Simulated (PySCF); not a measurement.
**[TaO2Cl2]−: how settings move a single point**

Aim: repeat the single point on relaxed [TaO2Cl2]− with altered settings, some of them bad on purpose. It is a constructed species; whether it can be made isn't addressed.

Method: BP86, Ta def2-SVP with ECP60, O def2-SVP, Cl def2-SVP; scalar-relativistic core potentials, no spin–orbit coupling; program: PySCF 2.14.0.

4 further runs of the same task are left out: 2 for a known fault of the program, 2 that didn't finish.

## Step 1: The system as given

5 atoms, charge -1, spin multiplicity 1.

Bond lengths: Ta1–O2 1.773 Å, Ta1–O3 1.773 Å, Ta1–Cl4 2.408 Å, Ta1–Cl5 2.408 Å. Angles: O2–Ta1–O3 106.5°, O2–Ta1–Cl4 109.2°, O2–Ta1–Cl5 109.2°, O3–Ta1–Cl4 109.2°, O3–Ta1–Cl5 109.2°, Cl4–Ta1–Cl5 113.2°.

Geometry (Å):

```xyz
5

Ta    0.0000    0.0000    0.1611
O     1.0043    1.0043    1.2226
O    -1.0043   -1.0043    1.2226
Cl    1.4215   -1.4215   -1.1640
Cl   -1.4215    1.4215   -1.1640
```

Formal oxidation states: Ta +5. An earlier session relaxed this geometry at BP86, Ta def2-SVP with ECP60, O def2-SVP, Cl def2-SVP (singlet, point group C2v).

The sound run used a (50, 194) grid (finer on f atoms), a threshold of 1e-8 and at most 55 cycles, and ended at -1128.019337 Eh.

## Step 2: Altered run 1

run.py (the lines that set the calculation)

```python
mol = gto.M(atom='''
Ta     0.00000     0.00000     0.18038
O      1.12481     1.12481     1.36926
O     -1.12481    -1.12481     1.36926
Cl     1.59208    -1.59208    -1.30368
Cl    -1.59208     1.59208    -1.30368''',
    basis={'Ta': 'def2-SVP', 'O': 'def2-SVP', 'Cl': 'def2-SVP'},
    ecp={'Ta': 'def2-SVP'},
    charge=-1, spin=0)
mf = dft.RKS(mol, xc='B88,P86')
mf.grids.atom_grid = (50, 194)
mf = mf.density_fit()  # fitting sets: Ta def2-universal-JKFIT, O def2-universal-JKFIT, Cl def2-universal-JKFIT
mf.conv_tol = 1e-08; mf.max_cycle = 55
mf.kernel(dm0)  # dm0: free metal ions and neutral atoms
```

The run is started by

```console
$ OMP_NUM_THREADS=2 python run.py
```

The log of the run:

```text
init E= -1151.91183653063
  HOMO = 0.0452095376819176  LUMO = 0.0861417639454917  gap/eV = 1.11382
cycle= 1 E= -1124.76269372122  delta_E= 27.1  |g|= 3.53  |ddm|= 4.16
  HOMO = 0.171211314847027  LUMO = 0.186540499905354  gap/eV = 0.41713
cycle= 2 E= -1092.77739084393  delta_E=   32  |g|= 7.99  |ddm|= 16.5
  HOMO = -0.214842364755566  LUMO = 0.0983941069992008  gap/eV = 8.52360
cycle= 3 E= -1125.22412984013  delta_E= -32.4  |g|= 3.14  |ddm|= 15.4
  HOMO = 0.00236619334809382  LUMO = 0.0757017630810173  gap/eV = 1.99556
cycle= 4 E= -1115.72406855792  delta_E=  9.5  |g|= 5.94  |ddm|= 6.82
  HOMO = -0.0734786051676095  LUMO = 0.120102669949861  gap/eV = 5.26761
cycle= 5 E= -1127.65568745277  delta_E= -11.9  |g|= 0.89  |ddm|= 5.98
  HOMO = -0.128584525244323  LUMO = -0.0209937197879535  gap/eV = 2.92769
cycle= 6 E= -1127.88314598319  delta_E= -0.227  |g|= 0.42  |ddm|= 1.28
  HOMO = -0.0809334089224601  LUMO = 0.0411162603062197  gap/eV = 3.32114
cycle= 7 E= -1127.88412416238  delta_E= -0.000978  |g|= 0.449  |ddm|= 0.607
  HOMO = -0.0878502052987917  LUMO = 0.0465772493220853  gap/eV = 3.65796
cycle= 8 E= -1127.84108042414  delta_E= 0.043  |g|= 0.614  |ddm|= 0.144
  HOMO = -0.0780617184271224  LUMO = 0.0344539566580797  gap/eV = 3.06171
cycle= 9 E= -1127.91379316971  delta_E= -0.0727  |g|= 0.272  |ddm|= 0.266
  HOMO = -0.0693413185412118  LUMO = 0.0287151109153856  gap/eV = 2.66825
cycle= 10 E= -1127.93042481172  delta_E= -0.0166  |g|= 0.0177  |ddm|= 0.195
  HOMO = -0.0714884878327526  LUMO = 0.0280473998120732  gap/eV = 2.70851
cycle= 11 E= -1127.9304693914  delta_E= -4.46e-05  |g|= 0.0107  |ddm|= 0.022
  HOMO = -0.0713103815027475  LUMO = 0.0277685836440838  gap/eV = 2.69608
cycle= 12 E= -1127.93049501362  delta_E= -2.56e-05  |g|= 0.00158  |ddm|= 0.00683
  HOMO = -0.0711243163986132  LUMO = 0.0278306361365468  gap/eV = 2.69270
cycle= 13 E= -1127.93049562722  delta_E= -6.14e-07  |g|= 0.000472  |ddm|= 0.00192
  HOMO = -0.0711497154050407  LUMO = 0.0278252450244005  gap/eV = 2.69325
cycle= 14 E= -1127.93049568047  delta_E= -5.33e-08  |g|= 3.84e-05  |ddm|= 0.000376
  HOMO = -0.0711526934475392  LUMO = 0.0278242867180097  gap/eV = 2.69330
cycle= 15 E= -1127.93049568083  delta_E= -3.59e-10  |g|= 5.7e-06  |ddm|= 3.65e-05
  HOMO = -0.0711517761895922  LUMO = 0.0278245260608183  gap/eV = 2.69328
Extra cycle  E= -1127.93049568076  delta_E= 6.73e-11  |g|= 1.73e-05  |ddm|= 2.15e-05
converged SCF energy = -1127.93049568076
```

Run time: 6.4 s. Hardware: 2 threads of Arm Neoverse N1, shared host.

Changed: the scale of all coordinates (1.12). It converges in 15 cycles, +2.417 eV from the sound run, with a largest force component of 5.15 eV/Å. The setting is unsound, so these numbers aren't the compound's.

## Step 3: Altered run 2

run.py (the lines that set the calculation)

```python
mol = gto.M(atom='''
Ta     0.00000     0.00000     0.16106
O      1.00430     1.00430     1.22256
O     -1.00430    -1.00430     1.22256
Cl     1.42150    -1.42150    -1.16400
Cl    -1.42150     1.42150    -1.16400''',
    basis={'Ta': 'def2-SVP', 'O': 'def2-SVP', 'Cl': 'def2-SVP'},
    ecp={'Ta': 'def2-SVP'},
    charge=-1, spin=0)
mf = dft.RKS(mol, xc='B88,P86')
mf.grids.atom_grid = (50, 194)
mf = mf.density_fit()  # fitting sets: Ta def2-universal-JKFIT, O def2-universal-JKFIT, Cl def2-universal-JKFIT
mf.conv_tol = 0.0001; mf.max_cycle = 55
mf.kernel(dm0)  # dm0: free metal ions and neutral atoms
```

The run is started by

```console
$ OMP_NUM_THREADS=2 python run.py
```

The log of the run:

```text
init E= -1152.21215401422
  HOMO = 0.0422857791548308  LUMO = 0.144741496624141  gap/eV = 2.78796
cycle= 1 E= -1126.42111574967  delta_E= 25.8  |g|= 2.65  |ddm|= 4.01
  HOMO = 0.188529313769819  LUMO = 0.203668259157091  gap/eV = 0.41195
cycle= 2 E= -1113.0128762213  delta_E= 13.4  |g|= 6.37  |ddm|= 12.1
  HOMO = -0.274753450948811  LUMO = 0.0878344575919095  gap/eV = 9.86652
cycle= 3 E= -1126.39774621538  delta_E= -13.4  |g|= 2.63  |ddm|=   11
  HOMO = -0.0393730740751564  LUMO = 0.0209194639571235  gap/eV = 1.64064
cycle= 4 E= -1126.70766777499  delta_E= -0.31  |g|= 2.61  |ddm|= 3.39
  HOMO = -0.0155269065269774  LUMO = 0.147586255852068  gap/eV = 4.43854
cycle= 5 E= -1127.98190254295  delta_E= -1.27  |g|= 0.369  |ddm|=  1.9
  HOMO = -0.0560132035180128  LUMO = 0.0745568205674299  gap/eV = 3.55299
cycle= 6 E= -1127.97901107433  delta_E= 0.00289  |g|= 0.43  |ddm|= 0.72
  HOMO = -0.0531458289625396  LUMO = 0.0943086284749966  gap/eV = 4.01244
cycle= 7 E= -1128.01735064895  delta_E= -0.0383  |g|= 0.0986  |ddm|= 0.273
  HOMO = -0.0563636646185792  LUMO = 0.0952227333864334  gap/eV = 4.12488
cycle= 8 E= -1128.01905363931  delta_E= -0.0017  |g|= 0.0369  |ddm|= 0.0455
  HOMO = -0.0577020080590513  LUMO = 0.0959852100677642  gap/eV = 4.18204
cycle= 9 E= -1128.01933567916  delta_E= -0.000282  |g|= 0.0024  |ddm|= 0.0252
  HOMO = -0.0579771185378762  LUMO = 0.0958453072639289  gap/eV = 4.18572
cycle= 10 E= -1128.01933688157  delta_E= -1.2e-06  |g|= 0.000593  |ddm|= 0.00237
  HOMO = -0.0578597196650575  LUMO = 0.0957667289625237  gap/eV = 4.18039
Extra cycle  E= -1128.01933565746  delta_E= 1.22e-06  |g|= 0.00251  |ddm|= 0.00212
converged SCF energy = -1128.01933565746
```

It took 5.3 s on 2 threads of Arm Neoverse N1, shared host.

Changed: the SCF threshold (0.0001). It converges in 10 cycles, at the sound run's energy within 0.001 eV, with a largest force component of 0.00 eV/Å. The result survives the change.

## Step 4: Altered run 3

Edit run.py (the lines that set the calculation) of step 3 so:

```diff
@@ -12,3 +12,3 @@
 mf = mf.density_fit()  # fitting sets: Ta def2-universal-JKFIT, O def2-universal-JKFIT, Cl def2-universal-JKFIT
-mf.conv_tol = 0.0001; mf.max_cycle = 55
-mf.kernel(dm0)  # dm0: free metal ions and neutral atoms
+mf.conv_tol = 1e-08; mf.max_cycle = 55
+mf.kernel(dm0)  # dm0: smeared density
```

The run is started by

```console
$ OMP_NUM_THREADS=2 python run.py
```

The log of the run:

```text
init E= -1127.95704873274
  HOMO = -0.0665268751981801  LUMO = 0.0977033591188084  gap/eV = 4.46893
cycle= 1 E= -1128.01633832786  delta_E= -0.0593  |g|= 0.118  |ddm|= 0.25
  HOMO = -0.0381392671928353  LUMO = 0.0843400335052753  gap/eV = 3.33283
cycle= 2 E= -1127.95203829391  delta_E= 0.0643  |g|= 0.578  |ddm|= 0.466
  HOMO = -0.0578568902539105  LUMO = 0.0951776072234544  gap/eV = 4.16428
cycle= 3 E= -1128.01928944394  delta_E= -0.0673  |g|= 0.014  |ddm|= 0.372
  HOMO = -0.0572067750252852  LUMO = 0.0960363650302879  gap/eV = 4.16996
cycle= 4 E= -1128.01932181424  delta_E= -3.24e-05  |g|= 0.00758  |ddm|= 0.0177
  HOMO = -0.057988150006395  LUMO = 0.0957354896613014  gap/eV = 4.18303
cycle= 5 E= -1128.01933673009  delta_E= -1.49e-05  |g|= 0.000962  |ddm|= 0.00782
  HOMO = -0.0579461925454538  LUMO = 0.095834917752689  gap/eV = 4.18460
cycle= 6 E= -1128.01933695917  delta_E= -2.29e-07  |g|= 7.37e-05  |ddm|= 0.000972
  HOMO = -0.0579556866151063  LUMO = 0.0958255768472511  gap/eV = 4.18460
cycle= 7 E= -1128.0193369604  delta_E= -1.23e-09  |g|= 1.37e-05  |ddm|= 9.15e-05
  HOMO = -0.0579529391084588  LUMO = 0.0958266059170249  gap/eV = 4.18455
Extra cycle  E= -1128.01933696029  delta_E= 1.04e-10  |g|= 2.73e-05  |ddm|= 2.76e-05
converged SCF energy = -1128.01933696029
```

Wall time 4.6 s (2 threads of Arm Neoverse N1, shared host).

Changed: the starting guess (smeared density). It converges in 7 cycles, at the sound run's energy within 0.001 eV, with a largest force component of 0.01 eV/Å. The result survives the change.

## Step 5: Results

| run | changed | ending | energy change (eV) | cycles | time | usable |
| --- | --- | --- | --- | --- | --- | --- |
| 1 | the scale of all coordinates | converged | +2.417 | 15 | 6.4 s | no |
| 2 | the SCF threshold | converged | 0.000 | 10 | 5.3 s | yes |
| 3 | the starting guess | converged | 0.000 | 7 | 4.6 s | yes |

2 of 3 altered runs give a usable result. 1 ended normally with numbers unfit to quote.
